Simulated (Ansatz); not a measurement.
SiF:

```
Si F
1.0
     1.33860    0.77284    3.89831
    -1.33860    0.77284    3.89831
     0.00000   -1.54568    3.89831
Si F
1 1
Cartesian
  0.0000 0.0000 5.8475
  0.0000 0.0000 0.0000
```

The cell was built by a generator and needn't be a form met in nature.

```yaml
Program: Ansatz 0.2.0
Task: relaxation of cell and atoms
Functional: r2SCAN
Dispersion: D4
Potentials_or_basis: Ansatz PAW
Cutoff: "500 eV (not typed: the program's choice for these potentials)"
k_mesh: 12 × 12 × 12
Occupations: fermi-dirac, width 0.05 eV
Spin: no spin polarisation
```

At the start: volume 12.10 Å³/atom.

Q: Where does the relaxation end?

A: It ends after 6 steps and the volume is 11.54 Å³/atom (-4.6 %); space group R-3m (No. 166, to 0.05 Å).

Step by step:
| step | energy change (eV) | largest force (eV/Å) | volume (Å³) |
| --- | --- | --- | --- |
| 1 | 0.0000 | 0.0000 | 24.20 |
| 2 | -0.0151 | 0.0000 | 23.55 |
| 3 | -0.0159 | 0.0000 | 22.71 |
| 4 | -0.0181 | 0.0000 | 23.09 |
| 5 | -0.0181 | 0.0000 | 23.09 |
| 6 | -0.0174 | 0.0000 | 23.09 |

Final structure:
```xyz
2
Lattice="1.3073 0.7548 3.8992 -1.3073 0.7548 3.8992 0.0000 -1.5096 3.8992" Properties=species:S:1:pos:R:3 pbc="T T T"
Si    0.0000    0.0000    5.8488
F     0.0000    0.0000    0.0000
```

Caveat: the plane-wave basis is chosen anew once the cell has moved, so the energies of steps on either side of that aren't comparable; an odd number of electrons without spin polarisation forces a metal; a magnetic or distorted state may lie lower; pairwise dispersion overbinds metals, which lowers pressure and volume; the PAW data sets come from PBE, with cores solved anew for the run's functional, which leaves a small shift of forces and pressure.
